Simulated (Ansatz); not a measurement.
NaLaMnMoO6:

```
Na La Mn Mo O
1.0
     5.43212   -0.01130   -0.00034
     2.44365    4.93484   -0.01855
     0.10940    2.68471    5.04562
Na La Mn Mo O
1 1 1 1 6
Cartesian
  4.0149 2.2638 3.7141
  3.4885 2.5591 0.0405
  6.4651 3.9635 2.0907
  3.6032 5.7223 1.6638
  4.6507 4.5363 2.8337
  2.3582 0.4025 0.2897
  2.2610 2.2480 2.2733
  2.3489 4.5717 0.5966
  2.2563 5.4095 3.0451
  5.5988 2.3431 1.0178
```

The cell was built by a generator and needn't be a form met in nature.

| Quantity | Value |
| --- | --- |
| Program | Ansatz 0.2.0 |
| Task | single point |
| Functional | PBE |
| Potentials or basis | Ansatz PAW |
| Cutoff | 420 eV (not typed: the program's choice for these potentials) |
| k mesh | 6 × 6 × 5 |
| Occupations | fermi-dirac, width 0.05 eV |
| Spin | collinear spin, ferromagnetic start |
| Starting moments | [0.0, 0.0, 4.0, 1.0, 0.0, 0.0, 0.0, 0.0, 0.0, 0.0] μB |

On this cell: pressure 0.0 GPa; largest force 0.019 eV/Å; net moment 5.00 μB per cell; site moments Na +0.00; La +0.02; Mn +3.79; Mo +0.15; O +0.01, +0.04, +0.06, +0.03, +0.02 μB; band gap on the k mesh 0.17 eV, indirect (least direct gap 0.33 eV).

The same run follows on a disturbed copy (atoms moved at random, drawn with an rms of 0.05 Å):

```
Na La Mn Mo O
1.0
     5.43212   -0.01130   -0.00034
     2.44365    4.93484   -0.01855
     0.10940    2.68471    5.04562
Na La Mn Mo O
1 1 1 1 6
Direct
  0.69508 0.06967 0.72979
  0.40616 0.50874 0.01387
  0.91467 0.58174 0.41297
  0.22067 0.97497 0.33907
  0.57021 0.61374 0.56173
  0.40787 0.04807 0.06173
  0.31034 0.20723 0.45297
  0.03451 0.86608 0.11403
  0.06037 0.76641 0.60945
  0.86809 0.36964 0.20317
```

**Question.** What does the disturbed cell give?

**Answer.** The energy moves by +6.5 meV/atom; pressure 0.5 GPa; largest force 0.884 eV/Å; net moment 4.99 μB per cell; site moments Na +0.00; La +0.02; Mn +3.74; Mo +0.15; O +0.02, +0.04, +0.06, +0.03 μB; band gap on the k mesh 0.18 eV, indirect (least direct gap 0.32 eV).

Forces on the atoms (eV/Å):
```
Na   0.004 -0.069  0.117
La   0.274  0.197  0.028
Mn   0.345  0.060 -0.200
Mo  -0.742  0.010 -0.480
O   -0.077 -0.141  0.321
O    0.228 -0.087 -0.304
O    0.470  0.223  0.280
O    0.218  0.044  0.517
O   -0.169 -0.175 -0.112
O   -0.551 -0.063 -0.168
```

Stress tensor (GPa, compression positive):
```
 0.59 -0.06 -0.48
-0.06  0.21 -0.38
-0.48 -0.38  0.63
```

Caveats: odd divisions of the mesh miss points on the zone boundary, where band edges often lie, so the gap on the mesh can be too wide; spin-orbit coupling is left out, which moves the levels of the heavy elements; a cell with one magnetic atom can't hold antiferromagnetic order, which such compounds often take.

A k mesh can miss the band edges.
